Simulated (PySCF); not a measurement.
# One shape, several levels: GaBNH4F (SMILES B[NH][GaH][F])

We compute a comparison of 5 runs (HF/3-21G, HF/def2-SVP, M06-2X/3-21G, PBE0/def2-SVP, r2SCAN/aug-cc-pVDZ) of GaBNH4F. 

The calculation is run with PySCF 2.14.0.

## Step 1: The system as given

GaBNH4F has 8 atoms, charge 0, and is taken as a singlet. SMILES: `B[NH][GaH][F]`. Geometry: a GFN2-xTB relaxation, a rough one for these elements and not checked as a minimum. This is one conformer, not always the lowest.

Bond lengths: B1–N2 1.399 Å, N2–Ga3 1.864 Å, Ga3–F4 1.745 Å, B1–H5 1.173 Å, B1–H6 1.172 Å, N2–H7 1.018 Å, Ga3–H8 1.530 Å. Angles: B1–N2–Ga3 130.3°, N2–Ga3–F4 112.9°, B1–N2–H7 117.1°, Ga3–N2–H7 112.6°, N2–B1–H5 118.3°, N2–B1–H6 119.7°, N2–Ga3–H8 129.7°, F4–Ga3–H8 117.5°, H5–B1–H6 122.0°.

## Step 2: Energy and forces at HF/3-21G (run 1)

Contents of run.py:

```python
# B[NH][GaH][F]
import pyscf.grad
from pyscf import gto

mol = gto.Mole()
mol.atom = [
    ('B', (0.506800, 1.389180, -0.343780)),
    ('N', (0.140200, 0.289630, 0.439490)),
    ('Ga', (-0.528370, -1.377150, -0.059390)),
    ('F', (-0.833780, -2.420840, 1.304860)),
    ('H', (0.397610, 1.303040, -1.508520)),
    ('H', (0.909720, 2.361340, 0.171870)),
    ('H', (0.241200, 0.384070, 1.448530)),
    ('H', (-0.833390, -1.929270, -1.453050)),
]
mol.max_memory = 1860
mol.basis = '3-21g'
mol.verbose = 4
mol.build()

mf = mol.RHF()
mf.conv_tol = 1e-10
mf.kernel()
if not mf.converged:
    mf = mf.newton().run(mf.mo_coeff, mf.mo_occ)

e_final = mf.e_tot
print('E = %.10f Eh' % e_final)
grad = mf.Gradients().kernel()
mf.analyze()
```

On the command line:

```console
$ OMP_NUM_THREADS=1 python run.py
```

The log of the run:

```text
PySCF version 2.14.0

[... 84 lines left out ...]
MO #1   energy= -376.488947761495  occ= 2
[... 7 lines left out ...]
MO #9   energy= -6.39521886480858  occ= 2
[... 7 lines left out ...]
MO #17  energy= -1.15087918530558  occ= 2
[... 7 lines left out ...]
MO #25  energy= -0.53360032449752  occ= 2
[... 7 lines left out ...]
MO #33  energy= 0.192574708739564  occ= 0
[... 7 lines left out ...]
MO #41  energy= 0.494601889757456  occ= 0
[... 7 lines left out ...]
MO #49  energy= 1.45901550069037   occ= 0
[... 7 lines left out ...]
MO #57  energy= 3.72014791554579   occ= 0
[... 68 lines left out ...]
Dipole moment(X, Y, Z, Debye):  0.04112,  0.22412, -0.59357
```

It took 2.6 s on 1 thread of Intel Xeon at 2.70GHz, shared host; peak memory 0.13 GiB.

## Step 3: Energy and forces at HF/def2-SVP (run 2)

Contents of run.py:

```python
import pyscf.grad
from pyscf import gto

mol = gto.M(
    atom='''
B        0.506800       1.389180      -0.343780
N        0.140200       0.289630       0.439490
Ga      -0.528370      -1.377150      -0.059390
F       -0.833780      -2.420840       1.304860
H        0.397610       1.303040      -1.508520
H        0.909720       2.361340       0.171870
H        0.241200       0.384070       1.448530
H       -0.833390      -1.929270      -1.453050
''',
    max_memory=1860,
    basis='def2-svp',
    verbose=4,
    spin=0,
)

mf = mol.RHF()
mf.conv_tol = 1e-10
mf.kernel()
if not mf.converged:
    mf = mf.newton().run(mf.mo_coeff, mf.mo_occ)

e_final = mf.e_tot
print('E(%s) = %.9f' % ('HF', e_final))
grad = mf.Gradients().kernel()
mf.analyze()
```

On the command line:

```console
$ OMP_NUM_THREADS=1 python run.py
```

The log of the run:

```text
PySCF version 2.14.0

[... 81 lines left out ...]
Two-electron Energy =                 1079.321845168188247
[... 13 lines left out ...]
MO #10  energy= -4.52882476801894  occ= 2
[... 11 lines left out ...]
MO #22  energy= -0.613324319860943 occ= 2
[... 11 lines left out ...]
MO #34  energy= 0.236159306297236  occ= 0
[... 11 lines left out ...]
MO #46  energy= 0.597387242300957  occ= 0
[... 11 lines left out ...]
MO #58  energy= 1.28601800272086   occ= 0
[... 11 lines left out ...]
MO #70  energy= 2.01598927861915   occ= 0
[... 11 lines left out ...]
MO #82  energy= 2.76333982935379   occ= 0
[... 11 lines left out ...]
MO #94  energy= 3.94838725664841   occ= 0
[... 105 lines left out ...]
Dipole moment(X, Y, Z, Debye):  0.10415,  0.42197, -0.78959
```

Run time: 9 s. Hardware: 1 thread of Intel Xeon at 2.70GHz, shared host; peak memory 0.2 GiB.

## Step 4: Energy and forces at M06-2X/3-21G (run 3)

Contents of calc.py:

```python
from pyscf import gto, dft

system = gto.M(
    atom='''
B        0.506800       1.389180      -0.343780
N        0.140200       0.289630       0.439490
Ga      -0.528370      -1.377150      -0.059390
F       -0.833780      -2.420840       1.304860
H        0.397610       1.303040      -1.508520
H        0.909720       2.361340       0.171870
H        0.241200       0.384070       1.448530
H       -0.833390      -1.929270      -1.453050
''',
    verbose=4,
    basis='3-21g',
    max_memory=1860,
)

mf = dft.RKS(system, xc='m06-2x')
mf.conv_tol = 1e-10
mf.grids.level = 5
mf.kernel()
if not mf.converged:
    mf = mf.newton().run(mf.mo_coeff, mf.mo_occ)

etot = mf.e_tot
print('Final energy', etot)
grad = mf.nuc_grad_method().kernel()
mf.analyze()
```

On the command line:

```console
$ OMP_NUM_THREADS=1 python calc.py
```

The log of the run:

```text
PySCF version 2.14.0

[... 77 lines left out ...]
converged SCF energy = -2096.33100832876
[... 22 lines left out ...]
MO #1   energy= -372.452318127162  occ= 2
[... 7 lines left out ...]
MO #9   energy= -5.74054829697757  occ= 2
[... 7 lines left out ...]
MO #17  energy= -0.918207973368111 occ= 2
[... 7 lines left out ...]
MO #25  energy= -0.439904748488325 occ= 2
[... 7 lines left out ...]
MO #33  energy= 0.127605393278845  occ= 0
[... 7 lines left out ...]
MO #41  energy= 0.365873138659144  occ= 0
[... 7 lines left out ...]
MO #49  energy= 1.20080983302752   occ= 0
[... 7 lines left out ...]
MO #57  energy= 3.32254297295      occ= 0
[... 68 lines left out ...]
Dipole moment(X, Y, Z, Debye): -0.04003, -0.03945, -0.30566
```

Wall time 24 s (1 thread of Intel Xeon at 2.70GHz, shared host); peak memory 0.58 GiB.

Run 4 isn't shown in full; the table further down has it.

## Step 5: Energy and forces at r2SCAN/aug-cc-pVDZ (run 5)

Contents of input.xyz:

```xyz
8
BFGaH4N
B      0.506800     1.389180    -0.343780
N      0.140200     0.289630     0.439490
Ga    -0.528370    -1.377150    -0.059390
F     -0.833780    -2.420840     1.304860
H      0.397610     1.303040    -1.508520
H      0.909720     2.361340     0.171870
H      0.241200     0.384070     1.448530
H     -0.833390    -1.929270    -1.453050
```

Contents of calc.py:

```python
import pyscf.grad
from pyscf import gto, dft

mol = gto.M(
    atom='input.xyz',
    spin=0,
    max_memory=1860,
    verbose=3,
    charge=0,
    basis='aug-cc-pvdz',
)

mf = dft.RKS(mol)
mf.xc = 'r2scan'
mf.conv_tol = 1e-10
mf.grids.level = 5
mf.kernel()
if not mf.converged:
    mf = mf.newton().run(mf.mo_coeff, mf.mo_occ)

etot = mf.e_tot
print('E(%s) = %.9f' % ('R2SCAN', etot))
grad = mf.Gradients().kernel()
mf.analyze()
```

On the command line:

```console
$ OMP_NUM_THREADS=1 python calc.py
```

The log of the run:

```text
converged SCF energy = -2106.67244221078
[... 14 lines left out ...]
MO #5   energy= -40.5356790605573  occ= 2
[... 16 lines left out ...]
MO #22  energy= -0.404850402114604 occ= 2
[... 16 lines left out ...]
MO #39  energy= 0.0682444904688033 occ= 0
[... 16 lines left out ...]
MO #56  energy= 0.243038050086098  occ= 0
[... 16 lines left out ...]
MO #73  energy= 0.444292566793103  occ= 0
[... 16 lines left out ...]
MO #90  energy= 0.740364776750193  occ= 0
[... 16 lines left out ...]
MO #107 energy= 1.33765898675803   occ= 0
[... 16 lines left out ...]
MO #124 energy= 2.09937199745138   occ= 0
[... 16 lines left out ...]
MO #141 energy= 4.71952868320203   occ= 0
[... 9 lines left out ...]
Dipole moment(X, Y, Z, Debye):  0.03955,  0.22308, -0.62707
```

Wall time 1.7 min (1 thread of Intel Xeon at 2.70GHz, shared host); peak memory 1.6 GiB.

## Step 6: The series

```tsv
run	level	integration grid	energy (Eh)	dipole moment (D)	HOMO energy (eV)	LUMO energy (eV)	wall time
1	HF/3-21G	–	-2093.878551	0.64	-11.92	1.78	2.6 s
2	HF/def2-SVP	–	-2103.851679	0.90	-12.11	1.78	9 s
3	M06-2X/3-21G	5	-2096.331008	0.31	-9.87	-0.40	24 s
4	PBE0/def2-SVP	5	-2105.947092	0.45	-8.76	-1.18	38 s
5	r2SCAN/aug-cc-pVDZ	5	-2106.672442	0.67	-7.77	-1.83	1.7 min
```

## Step 7: What came out

| quantity | value |
| --- | --- |
| run 5: total energy | -2106.67244 Eh |
| run 5: dipole moment | 0.67 D |
| run 5: HOMO energy | -7.77 eV |
| run 5: LUMO energy | -1.83 eV |
| run 5: HOMO–LUMO gap | 5.93 eV |
| run 5: largest force on an atom | 0.862 eV/Å |

**Reading.** The dipole moment (its size) runs from 0.31 D (M06-2X/3-21G) to 0.90 D (HF/def2-SVP). The two ends differ in method and basis. The HOMO–LUMO gap runs from 5.93 eV (r2SCAN/aug-cc-pVDZ) to 13.90 eV (HF/def2-SVP). Totals of different functionals can't be ranked against each other. All runs together took 2.9 min, the longest 1.7 min.
